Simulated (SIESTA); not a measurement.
Here is a SIESTA 5.4.2 calculation.

The input Al2InN3.fdf:

```
SystemName                      Al2InN3
SystemLabel                     Al2InN3
NumberOfSpecies                 3
NumberOfAtoms                   12
%block ChemicalSpeciesLabel
  1  49 In
  2  13 Al
  3   7 N
%endblock ChemicalSpeciesLabel

LatticeConstant                 1.0 Ang
%block LatticeVectors
     4.8800190524    -2.8055151375     0.0000000000
     4.8800190524     2.8055151375     0.0000000000
     0.0000000000     0.0000000000     5.1994618000
%endblock LatticeVectors
AtomicCoordinatesFormat         Fractional
%block AtomicCoordinatesAndAtomicSpecies
     0.6780844700     0.3219155300     0.9863837600  1  In
     0.3219155300     0.6780844700     0.4863837600  1  In
     0.3349002500     0.0085428600     0.9916267200  2  Al
     0.9914571400     0.6650997500     0.9916267200  2  Al
     0.6650997500     0.9914571400     0.4916267200  2  Al
     0.0085428600     0.3349002500     0.4916267200  2  Al
     0.7019086600     0.2980913400     0.4067628300  3  N
     0.2980913400     0.7019086600     0.9067628300  3  N
     0.3335805700     0.0369825600     0.3557999700  3  N
     0.9630174400     0.6664194300     0.3557999700  3  N
     0.6664194300     0.9630174400     0.8557999700  3  N
     0.0369825600     0.3335805700     0.8557999700  3  N
%endblock AtomicCoordinatesAndAtomicSpecies

%block kgrid.MonkhorstPack
    6   0   0  0.0
    0   6   0  0.0
    0   0   5  0.0
%endblock kgrid.MonkhorstPack
XC.Functional                   GGA
XC.Authors                      PBEsol
PAO.BasisSize                   DZP
PAO.EnergyShift                 0.003 Ry
Mesh.Cutoff                     800 Ry
OccupationFunction              FD
ElectronicTemperature           0.05 eV
MaxSCFIterations                120
SCF.MustConverge                false
SCF.Mixer.Method                Pulay
SCF.Mixer.Weight                0.25
SCF.Mixer.History               8
SCF.DM.Tolerance                5.0e-05
SCF.H.Tolerance                 1.0e-03 eV
WriteForces                     true
Charge.Mulliken                 end
BandLinesScale                  ReciprocalLatticeVectors
%block BandLines
    1    0.000000   0.000000   0.000000  \Gamma
    9    0.332627  -0.332627   0.000000  X
    4    0.000000  -0.500000   0.000000  S
    7    0.000000  -0.500000  -0.500000  R
    4    0.332627  -0.332627  -0.500000  A
    9    0.000000   0.000000  -0.500000  Z
    7    0.000000   0.000000   0.000000  \Gamma
    8   -0.500000  -0.500000   0.000000  Y
    4   -0.332627  -0.667373   0.000000  X1
    7   -0.332627  -0.667373  -0.500000  A1
    4   -0.500000  -0.500000  -0.500000  T
    7   -0.500000  -0.500000   0.000000  Y
    1    0.000000   0.000000  -0.500000  Z
    8   -0.500000  -0.500000  -0.500000  T
%endblock BandLines
%block PAO.Basis
  In 4
  n=5 0 2
    6.955 0.000
  n=5 1 2
    9.500 0.000
  n=4 2 2
    4.114 0.000
  n=5 2 1
    9.500
%endblock PAO.Basis
```

Potentials or basis: PseudoDojo 0.4 standard (PBEsol files), DZP (energy shift 0.003 Ry; two zetas on semicore shells).

Command:

```bash
$ siesta Al2InN3.fdf > Al2InN3.out 2>&1
```

(1) What does it give for the largest force?

(2) Predict the band gap on the k mesh.

(3) Estimate the band gap along the path.

(4) Estimate the pressure.

Answers

(1) 0.082 eV/Å.

(2) 2.34 eV, direct.

(3) 2.34 eV, direct.

(4) 2.5 GPa.

Caveat: spin-orbit coupling is left out, which moves the levels of the heavy elements; the basis of atomic orbitals isn't converged, which shifts pressures, moduli and gaps.
